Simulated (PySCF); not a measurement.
**AlSe⁻: the SCF solver's settings**

The same problem is solved with other solver options, one edit a run.

Method: each script names its method and basis; program: PySCF 2.14.0.

1 further run of the same task is left out (it didn't finish).

### Step 1. Where the work starts

AlSe⁻: 2 atoms, charge -1, spin multiplicity 1.

Bond lengths: Al1–Se2 2.772 Å.

### Step 2. The base run

Input file input.py:

```python
from pyscf import gto, scf

mol = gto.M(
    atom='Al 0 0 0; Se 0 0 2.772',
    basis='minao',
    charge=-1,
    spin=0,
    verbose=4,
)
mf = scf.RHF(mol)
mf.kernel()
mf.analyze()
print('orbital energies (hartree):', mf.mo_energy[..., max(0, mol.nelec[1]-3):mol.nelec[0]+3].round(4))
```

Command:

```
$ OMP_NUM_THREADS=1 python input.py
```

Its log is not repeated here.

In short: E(SCF) = -2641.801598 Eh, 9 cycles.

The bond length is a typed value, not an optimised one. The dipole of an ion depends on the origin.

### Step 3. Second-order solver on

Edit 1 changes second-order solver: off → on.

Input file input.py:

```python
from pyscf import gto, scf

mol = gto.M(
    atom='Al 0 0 0; Se 0 0 2.772',
    basis='minao',
    charge=-1,
    spin=0,
    verbose=4,
)
mf = scf.RHF(mol)
mf = mf.newton()
mf.kernel()
mf.analyze()
print('orbital energies (hartree):', mf.mo_energy[..., max(0, mol.nelec[1]-3):mol.nelec[0]+3].round(4))
```

Command:

```
$ OMP_NUM_THREADS=1 python input.py
```

### Step 4. Point-group symmetry on

Edit 2 changes point-group symmetry: off → on.

input.py, as its differences from that of step 2:

```diff
@@ -7,2 +7,3 @@
     spin=0,
+    symmetry=True,
     verbose=4,
```

### Step 5. Convergence threshold 1e-07 hartree

Edit 3 changes convergence threshold: default → 1e-07 hartree.

input.py, as its differences from that of step 2:

```diff
@@ -10,2 +10,3 @@
 mf = scf.RHF(mol)
+mf.conv_tol = 1e-07
 mf.kernel()
```

### Step 6. Level shift 1 hartree

Edit 4 changes level shift: none → 1 hartree.

input.py, as its differences from that of step 2:

```diff
@@ -10,2 +10,3 @@
 mf = scf.RHF(mol)
+mf.level_shift = 1.0
 mf.kernel()
```

### Step 7. Initial guess atom

Edit 5 changes initial guess: minao → atom.

input.py, as its differences from that of step 2:

```diff
@@ -10,2 +10,3 @@
 mf = scf.RHF(mol)
+mf.init_guess = 'atom'
 mf.kernel()
```

What does the calculation give? Wanted: for each run, E(SCF); from base; gap.

**Answer**, as computed:

| run | E(SCF) (hartree) | from base (eV) | cycles | gap (eV) |
| --- | --- | --- | --- | --- |
| base | -2641.801598 | 0 | 9 | 7.66 |
| second-order solver on | -2641.801598 | 0.0000 | 5 macro | 7.66 |
| point-group symmetry on | -2641.801598 | 0.0000 | 9 | 7.66 |
| convergence threshold 1e-07 hartree | -2641.801598 | 0.0000 | 9 | 7.66 |
| level shift 1 hartree | -2641.801598 | 0.0000 | 38 | 7.66 |
| initial guess atom | -2641.801598 | 0.0000 | 9 | 7.66 |

Distance from each run's final energy (log10 hartree) by cycle:

| run | cycle 1 | cycle 2 | cycle 3 | cycle 5 | cycle 8 | cycle 12 |
| --- | --- | --- | --- | --- | --- | --- |
| base | -0.8 | -0.5 | -2.5 | -3.3 | -10.0 | done |
| second-order solver on | -1.4 | -3.4 | -7.7 | < -11 | done | done |
| point-group symmetry on | -0.8 | -0.5 | -2.5 | -3.3 | -10.0 | done |
| convergence threshold 1e-07 hartree | -0.8 | -0.5 | -2.5 | -3.3 | -10.0 | done |
| level shift 1 hartree | -0.7 | -1.0 | -1.3 | -1.8 | -2.6 | -3.5 |
| initial guess atom | -0.9 | -0.6 | -2.5 | -3.3 | -10.0 | done |

**Reading.** The SCF energy stays the same, to the digits that matter, with second-order solver on or point-group symmetry on or convergence threshold 1e-07 hartree or level shift 1 hartree or initial guess atom. The base needs 9 cycles and the run with level shift 1 hartree needs 38.
